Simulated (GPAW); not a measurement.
# HfMoC2 (P4/mmm) in GPAW: equation of state

How stiff is HfMoC2 in PBEsol, and what volume does it want? The cell is scaled to several volumes.

All numbers are computed with GPAW 26.7.0; they aren't measurements. Logs are shortened: lines on timing, memory, paths and dates and some standing lists are left out, and cuts for length are marked. The log counts tension as positive stress, the text compression.

## Step 1: Starting point

The structure is tetragonal, space group P4/mmm (No. 123). Conventional cell: a = 3.191 Å, b = 3.191 Å, c = 4.485 Å, α = 90.00°, β = 90.00°, γ = 90.00°. Hf (site symmetry 4/mmm) has 6 C at 2.24 to 2.26 Å as nearest neighbours. Mo (site symmetry 4/mmm) has 6 C at 2.24 to 2.26 Å as nearest neighbours. Around C (site symmetry 4/mmm) lie 2 Mo at 2.24 Å and 4 Hf at 2.26 Å. C (site symmetry 4/mmm) has 2 Hf at 2.24 Å and 4 Mo at 2.26 Å as nearest neighbours.

The cell comes from a database or a generator and needn't be the stable form of this composition.

## Step 2: Equation of state, PBEsol

Contents of run.py:

```python
from ase import Atoms
from ase.eos import EquationOfState
from ase.io import Trajectory
from ase.units import GPa
from gpaw import GPAW, PW, setup_paths

setup_paths.insert(0, '.')

atoms = Atoms(['Hf', 'Mo', 'C', 'C'],
              cell=[[3.191423, 0.0, 0.0],
                    [0.0, 3.191423, 0.0],
                    [0.0, 0.0, 4.485164]],
              scaled_positions=[[0.0, 0.0, 0.0],
                                [0.5, 0.5, 0.5],
                                [0.5, 0.5, 0.0],
                                [0.0, 0.0, 0.5]],
              pbc=True)

traj = Trajectory('eos.traj', 'w')
volumes, energies = [], []
for x in [0.94, 0.96, 0.98, 1.0, 1.02, 1.04, 1.06]:
    a = atoms.copy()
    a.set_cell(atoms.cell * x**(1 / 3), scale_atoms=True)
    calc = GPAW(mode=PW(800),
                xc='PBEsol',
                kpts={'size': (8, 8, 6), 'gamma': True},
                occupations={'name': 'fermi-dirac', 'width': 0.05},
                nbands=33,
                convergence={'density': 1e-05, 'energy': 1e-05},
                maxiter=150,
                txt=f'eos-{x:.2f}.txt')
    a.calc = calc
    energies.append(a.get_potential_energy(force_consistent=True))
    volumes.append(a.get_volume())
    p = -a.get_stress()[:3].mean() / GPa
    calc.write(f'eos-{x:.2f}.gpw')
    traj.write(a)
    print(f'{x:.2f} {volumes[-1]:10.4f} A^3 {energies[-1]:14.6f} eV {p:9.3f} GPa', flush=True)

v0, e0, B = EquationOfState(volumes, energies, eos='birchmurnaghan').fit()
print(f'V0 = {v0:.4f} A^3, E0 = {e0:.6f} eV, B0 = {B / GPa:.2f} GPa')
```

Potentials or basis: PAW data sets generated in the run's folder for this functional, pw.

Command:

```console
$ gpaw-setup -f PBEsol C Hf Mo
$ OMP_NUM_THREADS=1 python run.py
```

Output:

```text
__  _  _
 | _ |_)|_||  |
 |__||  | ||/\| - 26.7.0

Input parameters:
  mode=PW(ecut=800.0),
  convergence={'density': 1e-05, 'energy': 1e-05},
  kpts=MonkhorstPack(size=(8, 8, 6), gamma=True),
  maxiter=150,
  nbands=33,
  occupations=Occupations(name='fermi-dirac', width=0.05),
  xc=XC(name='PBEsol')

Diagonalizing LCAO Hamiltonian
Converting LCAO to pw mode
   .-------.
  /|       |
 * |       |
 | |  Mo   |
 | |       |
 C .-------.
 |/   C   /
 Hf------*

Atoms  # Å, Bohr magnetons
|   | symbol |        x |        y |        z |    initial magnetic moments |
|---|--------|----------|----------|----------|-----------------------------|
| 0 |     Hf | 0.000000 | 0.000000 | 0.000000 | ( 0.0000,  0.0000,  0.0000) |
| 1 |     Mo | 1.563137 | 1.563137 | 2.196802 | ( 0.0000,  0.0000,  0.0000) |
| 2 |      C | 1.563137 | 1.563137 | 0.000000 | ( 0.0000,  0.0000,  0.0000) |
| 3 |      C | 0.000000 | 0.000000 | 2.196802 | ( 0.0000,  0.0000,  0.0000) |

Unit cell  # Å
| periodic |        x |        y |        z |  lengths |    angles |
|----------|----------|----------|----------|----------|-----------|
|      yes | 3.126274 | 0.000000 | 0.000000 | 3.126274 | 90.000000 |
|      yes | 0.000000 | 3.126274 | 0.000000 | 3.126274 | 90.000000 |
|      yes | 0.000000 | 0.000000 | 4.393604 | 4.393604 | 90.000000 |

Number of symmetries: 16
Symmetry operations  # r_c * U_cc + t_c -> r_c
|    | kind |            matrix            |
|----|------|------------------------------|
|  0 |  E   |  1, 0, 0,  0, 1, 0,  0, 0, 1 |
|  1 |  σ   |  1, 0, 0,  0, 1, 0,  0, 0,-1 |
|  2 |  σ   |  1, 0, 0,  0,-1, 0,  0, 0, 1 |
|  3 |  C2  |  1, 0, 0,  0,-1, 0,  0, 0,-1 |
|  4 |  σ   |  0, 1, 0,  1, 0, 0,  0, 0, 1 |
|  5 |  C2  |  0, 1, 0,  1, 0, 0,  0, 0,-1 |
|  6 |  C4  |  0, 1, 0, -1, 0, 0,  0, 0, 1 |
|  7 |  S4  |  0, 1, 0, -1, 0, 0,  0, 0,-1 |
|  8 |  C4  |  0,-1, 0,  1, 0, 0,  0, 0, 1 |
|  9 |  S4  |  0,-1, 0,  1, 0, 0,  0, 0,-1 |
| 10 |  σ   |  0,-1, 0, -1, 0, 0,  0, 0, 1 |
| 11 |  C2  |  0,-1, 0, -1, 0, 0,  0, 0,-1 |
| 12 |  σ   | -1, 0, 0,  0, 1, 0,  0, 0, 1 |
| 13 |  C2  | -1, 0, 0,  0, 1, 0,  0, 0,-1 |
| 14 |  C2  | -1, 0, 0,  0,-1, 0,  0, 0, 1 |
| 15 |  i   | -1, 0, 0,  0,-1, 0,  0, 0,-1 |

BZ-sampling:
  Number of BZ points: 384
  Number of IBZ points: 60

  Monkhorst-Pack size: [8, 8, 6]
  Monkhorst-Pack shift: [0.0625, 0.0625, 0.08333333333333333]

K-points  # in reciprocal-cell coordinates
|     |                                coordinates |     weight |
|-----|--------------------------------------------|------------|
|   0 | (  0.00000000,   0.00000000,   0.00000000) | 0.00260417 |
|   1 | (  0.00000000,   0.00000000,   0.16666667) | 0.00520833 |
|   2 | (  0.00000000,   0.00000000,   0.33333333) | 0.00520833 |
|   3 | (  0.00000000,   0.00000000,   0.50000000) | 0.00260417 |
|   4 | (  0.12500000,   0.00000000,   0.00000000) | 0.01041667 |
|   5 | (  0.12500000,   0.00000000,   0.16666667) | 0.02083333 |
|   6 | (  0.12500000,   0.00000000,   0.33333333) | 0.02083333 |
|   7 | (  0.12500000,   0.00000000,   0.50000000) | 0.01041667 |
|   8 | (  0.12500000,   0.12500000,   0.00000000) | 0.01041667 |
|   9 | (  0.12500000,   0.12500000,   0.16666667) | 0.02083333 |
| ... |                                            |            |
|  59 | (  0.50000000,   0.50000000,   0.50000000) | 0.00260417 |

Plane wave coefficients: 2232
Cutoff: 800.0 eV

Spin-components: 1 (collinear spins)
Bands:           33
Projectors:      22
Spin-degeneracy: 2
Datatype:        complex128

Parallelization:
  kpt:    1
  domain: 1
  band:   1

Density:
  Valence electrons: 34.0
  Components: 1
  Grid points: [21 21 30]
  Charge: 0.0  # |e|

Potential:
  Grid points: [21 21 30]

species:
  Hf:
    name:    Hafnium
    Z:       72.0
    valence: 12
    core:    60
    charge:  0.0  # [|e|]
    compensation charges:
      type: gauss
      rc: 0.41  # [Å]
      lmax: 2
    cutoffs:
      filter: 2.36  # [Å]
      core: 4.02  # [Å]
    projectors
    | kind |    occ | energy [eV] | rcut [Å] |
    |------|--------|-------------|----------|
    |   5s |  2.000 |     -66.855 |    1.397 |
    |   6s |  2.000 |      -5.120 |    1.397 |
    |   5p |  6.000 |     -35.615 |    1.307 |
    |   6p |  0.000 |      -1.375 |    1.307 |
    |   5d |  2.000 |      -2.724 |    1.334 |
    |    d |        |      24.487 |    1.334 |

    Using partial waves for Hf as LCAO basis

  Mo:
    name:    Molybdenum
    Z:       42.0
    valence: 14
    core:    28
    charge:  0.0  # [|e|]
    compensation charges:
      type: gauss
      rc: 0.38  # [Å]
      lmax: 2
    cutoffs:
      filter: 2.16  # [Å]
      core: 1.42  # [Å]
    projectors
    | kind |    occ | energy [eV] | rcut [Å] |
    |------|--------|-------------|----------|
    |   4s |  2.000 |     -64.262 |    1.238 |
    |   5s |  1.000 |      -4.116 |    1.238 |
    |   4p |  6.000 |     -38.461 |    1.296 |
    |   5p |  0.000 |      -1.012 |    1.296 |
    |   4d |  5.000 |      -3.770 |    1.296 |
    |    d |        |      23.442 |    1.296 |

    Using partial waves for Mo as LCAO basis

  C:
    name:    Carbon
    Z:       6.0
    valence: 4
    core:    2
    charge:  0.0  # [|e|]
    compensation charges:
      type: gauss
      rc: 0.20  # [Å]
      lmax: 2
    cutoffs:
      filter: 1.14  # [Å]
      core: 1.14  # [Å]
    projectors
    | kind |    occ | energy [eV] | rcut [Å] |
    |------|--------|-------------|----------|
    |   2s |  2.000 |     -13.648 |    0.635 |
    |   2p |  2.000 |      -5.232 |    0.635 |
    |    s |        |      13.563 |    0.635 |
    |    p |        |      21.979 |    0.635 |
    |    d |        |       0.000 |    0.635 |

    Using partial waves for C as LCAO basis

Reference energy: -521883.010482  # eV

eigensolver:
  PPCG
  Converge bands: occupied
  niter=2

density mixing:
  MSR1-Mixer
  Pratt-step length: 0.05
  Maximum mixing coefficient: 0.75
  Old densities: 10
  SVD Regularization: 0.005
  Good broyden scale: 1.0
  Trust region scale: 1.0
  Backstep threshold: 4.0
  History deletion threshold: 6.0
  Fourier metric: weight=20.0, sigma=0.015

occupation numbers:
  Fermi-Dirac:
    width: 0.0500  # eV

poisson solver:
  ecut: 6400.0  # eV

xc functional:
  name: PBEsol with 2 nearest neighbor stencil

convergence criteria:
- Maximum integral of absolute [dens]ity change: 1e-05 electrons / valence electron
- Maximum [total energy] change in last 3 cyles: 1e-05 eV / valence electron
- Maximum integral of absolute [eigenst]ate change: 4e-08 eV^2 / valence electron
maximum number of iterations: 150

SCF iterations
|iter     | |      energy | eigst |  dens |
|---------|-|-------------|-------|-------|
|iter:   1| |  -48.560815 | +0.28 |       |
|iter:   2| |  -45.854632 | -1.75 | -0.78 |
|iter:   3| |  -41.336401 | -0.76 | -0.85 |
|iter:   4| |  -41.134475 | -2.19 | -1.46 |
|iter:   5| |  -41.123106 | -3.09 | -1.73 |
|iter:   6| |  -41.133660 | -3.21 | -2.01 |
|iter:   7| |  -41.131560 | -4.10 | -2.48 |
|iter:   8| |  -41.131498 | -5.38 | -3.06 |
|iter:   9| |  -41.131487c| -6.42 | -3.63 |
|iter:  10| |  -41.131488c| -7.98c| -4.26 |
|iter:  11| |  -41.131488c| -8.09c| -5.12c|

Converged in 11 steps
Energy contributions relative to reference atoms: (reference = -521883.010482)

Energy contributions:
  Kinetic:          31.314027
  Coulomb:         -34.193024
  Zero:             -0.646001
  External:          0.000000
  Xc:              -37.601019
  Entropy:          -0.010943
  Spinorbit:         0.000000
  ----------------------------
  Free energy:     -41.136960
  Extrapolated:    -41.131488

dipole moment: (-17.516895, -17.516895, -24.613846)  # |e|*Ang

Fermi level: 13.603
Eigenvalues  # (at kpt = [0.000, 0.000, 0.000])
| band index |      eig [eV] | occ [0-2] |
|------------|---------------|-----------|
|          0 |       -48.342 |     2.000 |
|        ... |               |           |
|         10 |         9.240 |     2.000 |
|         11 |         9.833 |     2.000 |
|         12 |        12.130 |     2.000 |
|         13 |        12.130 |     2.000 |
|         14 |        12.384 |     2.000 |
|         15 |        12.384 |     2.000 |
[... 8 lines left out ...]
|         24 |        18.480 |     0.000 |
|         25 |        21.536 |     0.000 |
|        ... |               |           |
|         32 |        41.044 |     0.000 |

No gap
No difference between direct/indirect transitions

Stress tensor  # eV/Ang^3
|         x |         y |         z |
|-----------|-----------|-----------|
| -0.076333 |  0.000000 |  0.000000 |
|  0.000000 | -0.076333 |  0.000000 |
|  0.000000 |  0.000000 | -0.047702 |

# Writing to eos-0.94.gpw (mode='')
```

Wall time 9.8 min (1 thread of Arm Neoverse V2, shared host); peak memory 0.51 GiB.

What came out:

| Property | Result |
| --- | --- |
| Equilibrium volume | 11.11 Å³/atom |
| Bulk modulus at fixed shape and positions | 299 GPa |
| Pressure derivative of the bulk modulus | 4.2 |

Energy against volume, from the lowest point:
```
volume (Å³/atom)  energy (meV/atom)
          10.735              11.75
          10.964               1.19
          11.192               0.00
          11.421               7.23
          11.649              22.03
          11.877              43.63
          12.106              71.35
```

Caveat: the cell was scaled at fixed shape and fractional positions, which overstates the stiffness of a crystal with free parameters, most of all of layers and chains. The run has no spin-orbit coupling, so splittings on Hf are missing.
